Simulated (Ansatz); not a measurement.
**Nb (sc type): how the settings move a single-point run**

Aim: see which settings change the result for Nb (sc type), by how much, and at what cost.

Program: Ansatz 0.2.0. Level of theory: reference: DFT, PBEsol, norm-conserving pseudopotentials, Ansatz's default files, scalar-relativistic. These are calculated values, not measurements.

2 further runs of the same task are left out: 2 that didn't finish. Runs told in other sessions of the task aren't counted.

## (1) The system as given

It takes space group Pm-3m (No. 221, cubic). The conventional cell has a = 1.977 Å, b = 1.977 Å, c = 1.977 Å, α = 90.00°, β = 90.00°, γ = 90.00°. Nb (site symmetry m-3m) has 6 Nb at 1.98 Å in its first shell of neighbours.

As a file:

```cif
data_structure
_symmetry_space_group_name_H-M 'Pm-3m'
_symmetry_Int_Tables_number 221
_cell_length_a 1.9769
_cell_length_b 1.9769
_cell_length_c 1.9769
_cell_angle_alpha 90.000
_cell_angle_beta 90.000
_cell_angle_gamma 90.000
_cell_volume 7.73
loop_
_atom_site_label
_atom_site_type_symbol
_atom_site_symmetry_multiplicity
_atom_site_Wyckoff_symbol
_atom_site_fract_x
_atom_site_fract_y
_atom_site_fract_z
_atom_site_occupancy
Nb1 Nb 1 a 0.00000 0.00000 0.00000 1
```

## (2) Reference

File input.yaml:

```yaml
crystal:
  lattice:
    - [1.9769169785, 0.0, 0.0]
    - [0.0, 1.9769169785, 0.0]
    - [0.0, 0.0, 1.9769169785]
  atoms:
    - { symbol: Nb, position: [0.0, 0.0, 0.0] }
kpoints:
  mp_grid: { grid: [14, 14, 14] }
scf:
  occupations: { method: fermi_dirac, width: 0.1 }
hamiltonian:
  xc: pbesol
  pseudopotentials: { kind: nc }
output:
  forces: true
  stress: true
  eigenvalues: true
```

Started as:

```console
$ ansatz run input.yaml --threads 1 --pin off --max-ram 2048MiB --backend cpu --events-out ev --progress --plain --runs-dir out
```

## (3) Changed: ecutwfc 33.1 Ry

input.yaml: that of step 2 with these lines changed.

```diff
@@ -18 +18,3 @@
   eigenvalues: true
+basis:
+  ecutwfc: "33.1 Ry"
```

What does the calculation give? Wanted: for each run, ending; energy change; pressure; gap; force.

As calculated:

| run | ending | energy change | pressure (GPa) | gap (eV) | force (eV/Å) | cycles | time |
| --- | --- | --- | --- | --- | --- | --- | --- |
| reference | converged | 0 | 839.5 | 0.00 | 0.00 | 5 | 1.7 s |
| 1: ecutwfc 33.1 Ry | converged | +4.42 eV/atom | 839.1 | 0.00 | 0.00 | 6 | 0.81 s |

Residual by cycle in the longest SCF loop of each run; runs are numbered as in the table. The quantity is the density residual dr2, in eV.

| cycle | reference | run 1 |
| --- | --- | --- |
| 1 | 0.0646 | 0.217 |
| 2 | 0.0106 | 0.0273 |
| 3 | 6.7e-5 | 5.0e-4 |
| 4 | 1.9e-6 | 5.8e-6 |
| 5 | 2.0e-9 | 3.1e-8 |
| 6 | - | 9.3e-10 |

Changing the cutoff moves the energy by +4.42 eV/atom, and the pressure goes from 839.5 to 839.1 GPa. The log warns that the cutoff is under what these potentials recommend, so the shift is basis error. Cost: 6 SCF cycles against 5, 0.81 s against 1.7 s. Run 1 ran under the cutoff that the potentials recommend, as the log warns, so basis error is mixed into its values. The structure is not at rest: the sound run finds 840 GPa, so these are no properties of the relaxed crystal. 
